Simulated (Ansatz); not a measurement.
**Ge: an axial (c/a) deformation path**

Aim: for Ge, follow an axial (c/a) deformation at fixed volume.

Computed with Ansatz 0.2.0 (DFT r2SCAN, scalar-relativistic, plane waves, PAW, unless a step's input says otherwise).

**1. The structure to begin with**

Symmetry: Cmmm, No. 65, orthorhombic system. Conventional cell: a = 2.794 Å, b = 5.201 Å, c = 2.698 Å, α = 90.00°, β = 90.00°, γ = 90.00°. Around Ge (site symmetry mmm) lie 8 Ge at 2.70 to 2.95 Å.

Structure file:

```
CELL_PARAMETERS angstrom
1.39715 -2.60052 0.00000
1.39715 2.60052 0.00000
0.00000 0.00000 2.69823
ATOMIC_POSITIONS crystal
Ge 0.50000 0.50000 0.00000
```

It goes back to an entry of the Materials Project, which need not be the stable form.

The cell is taken as given, not relaxed at this level.

**2. The reference cell**

Reference values: F = -4302.5070 eV; pressure -3.16 GPa; largest force 0.000 eV/Å; gap on the mesh none (metal). It was computed beforehand with the settings of the runs below.

**3. The scan: an axial (c/a) deformation path**

At fixed volume and fractional coordinates, lengths along (0.000, 0.000, 1.000) are scaled against those across it; ρ is that ratio over its starting value.

**4. At ρ = 0.850**

File input.yaml:

```yaml
crystal:
  lattice:
    - [1.4749243616, -2.7452794234, 0.0]
    - [1.4749243616, 2.7452794234, 0.0]
    - [0.0, 0.0, 2.4211688516]
  atoms:
    - { symbol: Ge, position: [0.5, 0.5, 0.0] }
basis:
  ecutwfc: 500
kpoints:
  mp_grid: { grid: [22, 22, 20] }
hamiltonian:
  xc: r2scan
scf:
  occupations: { method: gaussian, width: 0.15 }
output:
  forces: true
  stress: true
  eigenvalues: true
```

Started as:

```console
> ansatz run input.yaml --threads 1 --pin off --max-ram 2560MiB --backend cpu --events-out ev --progress --plain --runs-dir out
```

**5. Point ρ = 1.200**

input.yaml: that of step 4 with these lines changed.

```diff
@@ -2,5 +2,5 @@
   lattice:
-    - [1.4749243616, -2.7452794234, 0.0]
-    - [1.4749243616, 2.7452794234, 0.0]
-    - [0.0, 0.0, 2.4211688516]
+    - [1.3147675467, -2.4471792497, 0.0]
+    - [1.3147675467, 2.4471792497, 0.0]
+    - [0.0, 0.0, 3.0469591023]
   atoms:
```

**6. ρ = 0.920**

input.yaml: that of step 5 with these lines changed.

```diff
@@ -2,5 +2,5 @@
   lattice:
-    - [1.3147675467, -2.4471792497, 0.0]
-    - [1.3147675467, 2.4471792497, 0.0]
-    - [0.0, 0.0, 3.0469591023]
+    - [1.43652586, -2.6738082218, 0.0]
+    - [1.43652586, 2.6738082218, 0.0]
+    - [0.0, 0.0, 2.5523350187]
   atoms:
```

**7. Point ρ = 1.100**

input.yaml: that of step 6 with these lines changed.

```diff
@@ -2,5 +2,5 @@
   lattice:
-    - [1.43652586, -2.6738082218, 0.0]
-    - [1.43652586, 2.6738082218, 0.0]
-    - [0.0, 0.0, 2.5523350187]
+    - [1.3534591814, -2.5191960603, 0.0]
+    - [1.3534591814, 2.5191960603, 0.0]
+    - [0.0, 0.0, 2.8752409889]
   atoms:
```

**8. At ρ = 0.960**

input.yaml: that of step 7 with these lines changed.

```diff
@@ -2,5 +2,5 @@
   lattice:
-    - [1.3534591814, -2.5191960603, 0.0]
-    - [1.3534591814, 2.5191960603, 0.0]
-    - [0.0, 0.0, 2.8752409889]
+    - [1.416290406, -2.6361439341, 0.0]
+    - [1.416290406, 2.6361439341, 0.0]
+    - [0.0, 0.0, 2.6257897556]
   atoms:
```

**9. At ρ = 1.050**

File input.yaml:

```yaml
crystal:
  lattice:
    - [1.3746103974, -2.5585648577, 0.0]
    - [1.3746103974, 2.5585648577, 0.0]
    - [0.0, 0.0, 2.7874387103]
  atoms:
    - { symbol: Ge, position: [0.5, 0.5, 0.0] }
basis:
  ecutwfc: 500
kpoints:
  mp_grid: { grid: [22, 22, 20] }
hamiltonian:
  xc: r2scan
scf:
  occupations: { method: gaussian, width: 0.15 }
output:
  forces: true
  stress: true
  eigenvalues: true
  write_density: true
  write_potential: true
  elf: true
  volumetric_format: npy
```

**10. Point ρ = 0.800**

File input.yaml:

```yaml
crystal:
  lattice:
    - [1.5050331364, -2.8013209412, 0.0]
    - [1.5050331364, 2.8013209412, 0.0]
    - [0.0, 0.0, 2.3252649872]
  atoms:
    - { symbol: Ge, position: [0.5, 0.5, 0.0] }
basis:
  ecutwfc: 500
kpoints:
  mp_grid: { grid: [22, 22, 20] }
hamiltonian:
  xc: r2scan
scf:
  occupations: { method: gaussian, width: 0.15 }
output:
  forces: true
  stress: true
  eigenvalues: true
```

**11. At ρ = 1.300**

input.yaml: that of step 10 with these lines changed.

```diff
@@ -2,5 +2,5 @@
   lattice:
-    - [1.5050331364, -2.8013209412, 0.0]
-    - [1.5050331364, 2.8013209412, 0.0]
-    - [0.0, 0.0, 2.3252649872]
+    - [1.2801521997, -2.3827496407, 0.0]
+    - [1.2801521997, 2.3827496407, 0.0]
+    - [0.0, 0.0, 3.2139666242]
   atoms:
```

(Steps that only read results are left out.)

Q: Predict the outcome of this session. Wanted: highest point.

**Answer**, as computed:

```
     quantity                        value
highest point  360.1 meV/atom at ρ = 0.800
```

**Reading.** No sampled point lies below the undisturbed cell. No sampled point inside the path is a dip, apart from those named.
